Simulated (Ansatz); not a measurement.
# C₇H₉N: one species, many methods

One table from this session's results is given with a row withheld; the runs are named, their logs left out.

Computed with Ansatz 0.2.0, Gaussian basis. Level: functionals in def2-TZVPP, the program's frozen cores in correlated methods.

Plan: LDA (SPW92), PBE-D4, revPBE-D4, BLYP-D4, r2SCAN-D4, B97M-V, PBE0-D4, B3LYP-D4, r2SCANh-D4, r2SCAN0-D4, HSE06-D4, BHLYP-D4, CAM-B3LYP-D4, LC-ωPBE, ωB97X-V, ωB97M-V, B2PLYP, PBE-QIDH; CCSD(T)/def2-SVP; CCSD(T)/def2-TZVPP; MP2/def2-QZVPP; extrapolation to the limit; RPA on PBE.

### The geometry

All runs share one geometry, relaxed beforehand with PBE0-D4 in a triple-zeta def2 set.

17 atoms, charge 0, spin multiplicity 1.

Atoms are counted from 1 here; the program's logs count them from 0.

Bond lengths: C1–N2 1.436 Å, C1–H9 1.094 Å, C1–H10 1.090 Å, C1–H11 1.099 Å, N2–C3 1.378 Å, N2–H12 1.005 Å, C3–C4 1.397 Å, C3–C8 1.401 Å, C4–C5 1.387 Å, C4–H13 1.083 Å, C5–C6 1.385 Å, C5–H14 1.085 Å, C6–C7 1.390 Å, C6–H15 1.083 Å, C7–C8 1.380 Å, C7–H16 1.084 Å, C8–H17 1.086 Å. Angles: N2–C1–H9 110.8°, N2–C1–H10 108.9°, N2–C1–H11 113.3°, H9–C1–H10 107.4°, H9–C1–H11 107.9°, H10–C1–H11 108.4°, C1–N2–C3 121.5°, C1–N2–H12 115.5°, C3–N2–H12 114.5°, N2–C3–C4 122.0°, N2–C3–C8 119.7°, C4–C3–C8 118.3°, C3–C4–C5 120.3°, C3–C4–H13 120.2°, C5–C4–H13 119.5°, C4–C5–C6 121.1°, C4–C5–H14 118.9°, C6–C5–H14 119.9° and more.

Set-up of the first run:

The input, in.yaml:

```yaml
crystal:
  periodic: [false, false, false]
  atoms:
    - {symbol: C, position_ang: [2.479863, -0.678035, -0.583906]}
    - {symbol: N, position_ang: [1.533561, -0.628504, 0.495395]}
    - {symbol: C, position_ang: [0.253265, -0.154483, 0.309616]}
    - {symbol: C, position_ang: [-0.111940, 0.565440, -0.831137]}
    - {symbol: C, position_ang: [-1.399899, 1.063392, -0.961809]}
    - {symbol: C, position_ang: [-2.351666, 0.854362, 0.021854]}
    - {symbol: C, position_ang: [-1.994115, 0.131969, 1.154460]}
    - {symbol: C, position_ang: [-0.714653, -0.364795, 1.300303]}
    - {symbol: H, position_ang: [2.747778, 0.330547, -0.911594]}
    - {symbol: H, position_ang: [3.392463, -1.159233, -0.232108]}
    - {symbol: H, position_ang: [2.110768, -1.230762, -1.459735]}
    - {symbol: H, position_ang: [1.610446, -1.367564, 1.172213]}
    - {symbol: H, position_ang: [0.609748, 0.739538, -1.618982]}
    - {symbol: H, position_ang: [-1.658705, 1.620925, -1.855382]}
    - {symbol: H, position_ang: [-3.355995, 1.244008, -0.089274]}
    - {symbol: H, position_ang: [-2.723747, -0.046672, 1.936673]}
    - {symbol: H, position_ang: [-0.446071, -0.920634, 2.193612]}
basis:
  gaussian: {orbitals: def2-TZVPP}
hamiltonian: {xc: lda}
output: {orbitals: {seedname: orbitals}}
```

On the command line:

```
ansatz run in.yaml --threads 2 --pin off --events-out ev --progress --plain --max-ram 32768MiB --backend cuda --devices 0, --max-vram 18GiB
```

Among the steps run: LDA; PBE-D4 (GGA); revPBE-D4 (GGA); BLYP-D4 (GGA); r2SCAN-D4 (meta-GGA); B97M-V (meta-GGA); B3LYP-D4 (hybrid); r2SCANh-D4 (hybrid); r2SCAN0-D4 (hybrid); HSE06-D4 (hybrid); BHLYP-D4 (hybrid); CAM-B3LYP-D4 (range-separated); LC-ωPBE (range-separated); ωB97X-V (range-separated); ωB97M-V (range-separated); B2PLYP (double hybrid); PBE-QIDH (double hybrid).

One table of the session follows, with a row left open; its other results are not shown here.

It belongs to the step «Orbital energies across the functionals». 

| functional | HOMO (eV) | gap (eV) |
| --- | --- | --- |
| LDA (SPW92) | -4.87 | 3.75 |
| PBE-D4 | -4.69 | 3.81 |
| revPBE-D4 | -4.62 | 3.84 |
| BLYP-D4 | -4.53 | 3.81 |
| r2SCAN-D4 | -4.85 | 4.15 |
| B97M-V | -4.88 | 4.24 |
| PBE0-D4 | -5.69 | 5.70 |
| B3LYP-D4 | -5.50 | 5.32 |
| r2SCANh-D4 | ? | ? |
| r2SCAN0-D4 | -5.81 | 5.91 |
| HSE06-D4 | -5.30 | 4.94 |
| BHLYP-D4 | -6.55 | 7.56 |
| CAM-B3LYP-D4 | -6.88 | 7.96 |
| LC-ωPBE | -8.10 | 10.20 |
| ωB97X-V | -7.79 | 9.87 |
| ωB97M-V | -7.73 | 9.72 |

Q: Estimate the row for r2SCANh-D4 from the others.

Worked estimate for «HOMO (eV)». Against the share of exact exchange, r2SCAN-D4 (0, -4.85), r2SCAN0-D4 (0.25, -5.81) give a slope of -3.84 per unit share; at 0.1 the line stands at -5.23.

As computed: HOMO (eV): -5.23; gap (eV): 4.86. In «HOMO (eV)» the line misses by 0.00.
